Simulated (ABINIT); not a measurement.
Crystal: HfMoC2.

```
CELL_PARAMETERS angstrom
3.19142 0.00000 0.00000
0.00000 3.19142 0.00000
0.00000 0.00000 4.48516
ATOMIC_POSITIONS crystal
Hf 0.00000 0.00000 0.00000
Mo 0.50000 0.50000 0.50000
C 0.50000 0.50000 0.00000
C 0.00000 0.00000 0.50000
```

The cell comes from a database or a generator and needn't be the stable form of this composition.

- Program: ABINIT 10.8.3 (patched build)
- Task: relaxation of cell and atoms
- Functional: r2SCAN
- Potentials or basis: JTH PAW PBE v2.0
- Cutoff: 626 eV
- k mesh: 5 × 5 × 4
- Occupations: fermi-dirac, width 0.05 eV
- Spin: no spin polarisation

At the start: pressure -0.5 GPa; volume 11.42 Å³/atom.

Question: Where does the relaxation end?

Answer: Over 4 steps the energy falls by 3.1 meV/atom and the volume is 11.40 Å³/atom (-0.2 %); space group P4/mmm (No. 123, to 0.05 Å).

Step by step:
```tsv
step	energy change (eV)	largest force (eV/Å)	pressure (GPa)	volume (Å³)
1	0.0000	0.0000	-0.48	45.68
2	-0.0049	0.0000	-0.08	45.61
3	-0.0119	0.0000	0.14	45.59
4	-0.0122	0.0000	0.03	45.61
```

Final structure:
```cif
data_structure
_symmetry_space_group_name_H-M 'P 1'
_symmetry_Int_Tables_number 1
_cell_length_a 3.1747
_cell_length_b 3.1747
_cell_length_c 4.5254
_cell_angle_alpha 90.000
_cell_angle_beta 90.000
_cell_angle_gamma 90.000
_cell_volume 45.61
loop_
_atom_site_label
_atom_site_type_symbol
_atom_site_fract_x
_atom_site_fract_y
_atom_site_fract_z
_atom_site_occupancy
Hf1 Hf 0.00000 0.00000 0.00000 1
Mo1 Mo 0.50000 0.50000 0.50000 1
C1 C 0.50000 0.50000 0.00000 1
C2 C 0.00000 0.00000 0.50000 1
```

Caveat: the k mesh is coarse (spacing up to 0.39 Å⁻¹), so the values aren't converged; the highest band is partly filled, so the run has too few bands; the PAW data sets were made with another functional, which shifts forces and pressure a little.
